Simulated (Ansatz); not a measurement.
**Alloy of KMgF3 and KZnF3 (2 of 8 Mg sites exchanged), 40 atoms**

Aim: relax the alloy cell and compare the gap by PBEsol and HSE06.

All numbers are computed with Ansatz 0.2.0 (PAW, plane waves).

## Step 1: Starting point

40 atoms (8 K, 6 Mg, 2 Zn, 24 F); a = 8.013 Å, b = 8.013 Å, c = 8.013 Å, α = 90.00°, β = 90.00°, γ = 90.00°. All atoms were shaken off their sites by about 0.02 Å along each axis.

Steps to follow: (2) PBEsol cell relaxation at the single k point (¼, ¼, ¼), on 7 threads of Arm Neoverse-V2; (3) HSE06 single point at the single k point (¼, ¼, ¼), on 7 threads of Arm Neoverse-V2.

## Step 2: Relaxing cell and atoms with PBEsol

Input file in.yaml:

```yaml
crystal:
  lattice:
    - [8.013039, 0.000000, 0.000000]
    - [0.000000, 8.013039, 0.000000]
    - [0.000000, 0.000000, 8.013039]
  atoms:
    - { symbol: K, position: [0.995313, 0.999122, 0.001661] }
    - { symbol: K, position: [0.002589, 0.999506, 0.501783] }
    - { symbol: K, position: [0.000479, 0.494801, 0.999095] }
    - { symbol: K, position: [0.001235, 0.497126, 0.503434] }
    - { symbol: K, position: [0.500024, 0.997952, 0.004705] }
    - { symbol: K, position: [0.498213, 0.001861, 0.497130] }
    - { symbol: K, position: [0.497155, 0.501041, 0.996391] }
    - { symbol: K, position: [0.497203, 0.499413, 0.504867] }
    - { symbol: Mg, position: [0.252270, 0.247359, 0.250935] }
    - { symbol: Mg, position: [0.248506, 0.750330, 0.249950] }
    - { symbol: Mg, position: [0.751604, 0.248983, 0.248133] }
    - { symbol: Mg, position: [0.754476, 0.250042, 0.752008] }
    - { symbol: Mg, position: [0.747298, 0.749876, 0.249181] }
    - { symbol: Mg, position: [0.752493, 0.754050, 0.748947] }
    - { symbol: Zn, position: [0.249001, 0.253136, 0.750687] }
    - { symbol: Zn, position: [0.250728, 0.749011, 0.752678] }
    - { symbol: F, position: [0.252895, 0.251244, 0.998943] }
    - { symbol: F, position: [0.248805, 0.249148, 0.498042] }
    - { symbol: F, position: [0.250663, 0.747950, 0.002733] }
    - { symbol: F, position: [0.245587, 0.749966, 0.498548] }
    - { symbol: F, position: [0.750351, 0.251568, 0.003388] }
    - { symbol: F, position: [0.750202, 0.248885, 0.501623] }
    - { symbol: F, position: [0.748276, 0.753240, 0.000573] }
    - { symbol: F, position: [0.752579, 0.748580, 0.501198] }
    - { symbol: F, position: [0.001465, 0.248938, 0.251255] }
    - { symbol: F, position: [0.001277, 0.248640, 0.747846] }
    - { symbol: F, position: [0.999411, 0.750709, 0.252449] }
    - { symbol: F, position: [0.003422, 0.749469, 0.745012] }
    - { symbol: F, position: [0.504219, 0.252802, 0.248382] }
    - { symbol: F, position: [0.502859, 0.250757, 0.749414] }
    - { symbol: F, position: [0.499524, 0.745934, 0.245454] }
    - { symbol: F, position: [0.499592, 0.748874, 0.751421] }
    - { symbol: F, position: [0.249647, 0.001231, 0.249168] }
    - { symbol: F, position: [0.245829, 0.005339, 0.752221] }
    - { symbol: F, position: [0.252253, 0.500349, 0.250191] }
    - { symbol: F, position: [0.252521, 0.502227, 0.752718] }
    - { symbol: F, position: [0.743443, 0.001876, 0.250998] }
    - { symbol: F, position: [0.752079, 0.996980, 0.748148] }
    - { symbol: F, position: [0.746728, 0.497904, 0.251792] }
    - { symbol: F, position: [0.752023, 0.495834, 0.749621] }
  symmetry: { detect: false }
kpoints:
  mp_grid: { grid: [1, 1, 1], shift: [0.25, 0.25, 0.25] }
hamiltonian:
  xc: pbesol
scf:
  occupations: { method: fermi_dirac, width: 0.01 }
relax:
  f_tol: 0.03
  max_steps: 80
  escape_saddle: false
  adjacent_minimum: "off"
  cell: { fix: [shape] }
output:
  forces: true
  eigenvalues: true
  populations: true
```

Command:

```console
$ ansatz run in.yaml --threads 7 --pin off --max-ram 13300MiB --runs-dir r --events-out ev --progress --plain
```

Further steps of the session: Single point with HSE06.

Q: Predict the outcome of this session. Wanted: for each run, top filled to lowest empty.

As calculated:

| level | time | top filled to lowest empty (eV) |
| --- | --- | --- |
| PBEsol, relaxation | 14 s (7 CPU threads) | 6.27 |
| HSE06 | 68 s (7 CPU threads) | 8.94 |

```
     quantity                                                                      value
   relaxation                                           4 recorded steps, 0.16 eV gained
largest shift                                                               0.07 Å (F28)
 relaxed cell  a = 8.015 Å, b = 8.015 Å, c = 8.015 Å, α = 90.00°, β = 90.00°, γ = 90.00°
   mean bonds                                        F–K 2.834, F–Mg 1.998, F–Zn 2.020 Å
```

**Reading.** The relaxation lowers the energy by 0.16 eV; the largest shift is 0.07 Å (F28), while the volume changes by +0.1 %. The mean lengths of the listed bonds run from F–Mg 2.00 Å to F–K 2.83 Å. At the same k points, PBEsol gives a spacing 2.68 eV smaller than the 8.94 eV of HSE06. With one k point the spacing samples only the states that fold onto it, so it can exceed the gap over the zone.
